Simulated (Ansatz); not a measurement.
Working through relaxations under a series of pressures of HfB2, space group P6/mmm

Computed with Ansatz 0.2.0, Python API.

Interactive session:
```pycon
>>> import ansatz as az
>>> import numpy as np
>>> K_SPACING = 0.22
>>> WIDTH_EV = 0.05
>>> def edges_and_angles(cell):
...     cell = np.asarray(cell)
...     a, b, c = np.linalg.norm(cell, axis=1)
...     cosines = cell[1] @ cell[2] / (b * c), cell[0] @ cell[2] / (a * c), cell[0] @ cell[1] / (a * b)
...     return (a, b, c, *np.degrees(np.arccos(cosines)))
...
>>> lattice = az.Lattice.of(
...     [3.14, 0.0, 0.0],
...     [-1.57, 2.71932, 0.0],
...     [0.0, 0.0, 3.48],
... )
>>> sites = [
...     ('Hf', [0.0, 0.0, 0.0]),
...     ('B', [1 / 3, 2 / 3, 0.5]),
...     ('B', [2 / 3, 1 / 3, 0.5]),
... ]
>>> system = az.Crystal(lattice=lattice)
>>> for symbol, position in sites:
...     system = system.atom(symbol, position)
...
>>> setup = (
...     system.calculation()
...     .kpoints(spacing=K_SPACING)
...     .occupations(az.OccupationsMethod.FERMI_DIRAC, width=WIDTH_EV)
... )
>>> # H = F + PV, with 1 GPa A^3 = 1/160.21766 eV
>>> rows = []
>>> for pressure in [0, 10, 20, 30, 40]:
...     outcome = setup.relax(cell=True, pressure=pressure, force_tolerance=0.02, max_steps=60).run(threads=1)
...     cell = outcome.lattice.cell_ang
...     n_atoms = len(outcome.lattice.sites)
...     volume = abs(np.linalg.det(cell)) / n_atoms
...     enthalpy = outcome.report['free_energy_ev'] / n_atoms + pressure * volume / 160.21766
...     rows.append((pressure, volume, enthalpy, *edges_and_angles(cell)))
...     print(f'{pressure} GPa done: {volume:.4f} A^3/atom')
...
DeckWarning: basis.ecutwfc = 420 eV, auto-derived from the records' recommended cutoffs: set by Hf (normal level)
0 GPa done: 9.9575 A^3/atom
10 GPa done: 9.5931 A^3/atom
20 GPa done: 9.2821 A^3/atom
30 GPa done: 9.0139 A^3/atom
40 GPa done: 8.7779 A^3/atom
>>> print(' P (GPa)  V (A^3/atom)  H (eV/atom)     a       b       c')
 P (GPa)  V (A^3/atom)  H (eV/atom)     a       b       c
>>> for row in rows:
...     print('{:8.1f} {:12.4f} {:14.5f} {:7.4f} {:7.4f} {:7.4f}'.format(*row[:6]))
...
     0.0       9.9575    -5345.40659  3.1448  3.1448  3.4879
    10.0       9.5931    -5344.79684  3.1091  3.1091  3.4378
    20.0       9.2821    -5344.20807  3.0776  3.0776  3.3947
    30.0       9.0139    -5343.63729  3.0497  3.0497  3.3574
    40.0       8.7779    -5343.08220  3.0245  3.0245  3.3242
>>> p, v = np.array([row[0] for row in rows], float), np.array([row[1] for row in rows])
>>> print('mean bulk modulus between rows (GPa):', np.round(-np.diff(p) / np.diff(np.log(v)), 1))
mean bulk modulus between rows (GPa): [268.2 303.4 341.2 376.9]
```

The volume falls from 9.96 Å³ an atom at 0 GPa to 8.78 at 40 GPa, by 11.8 %. Between 0 and 10 GPa, -V dP/dV is about 268 GPa, a mean over that step.

Notes:
- Total energies depend on the potentials; only differences at equal settings carry meaning.
- At a fixed pressure a relaxation lowers the enthalpy F + PV, while F alone can rise.
- For a metal this k-point mesh is coarse: on a finer one energies can move by several to tens of meV an atom and pressures by half a GPa or more, differences at one mesh by less.
- Spin-orbit coupling, which matters for elements this heavy, is left out.
- No functional is typed, so the default, PBE, holds.
- The structure is a deposited one; some such entries were measured under pressure or heat, so a shift against it needn't be the functional's error alone.
- Warnings are shown shortened and without file and line.
- Symmetry holds the cell in this phase, whether or not it is the stable one at each pressure.
- By the engine's processor time: 60 s on 1 thread of Intel(R) Xeon(R) Processor @ 2.30GHz, on a shared host, peak memory 0.56 GiB.
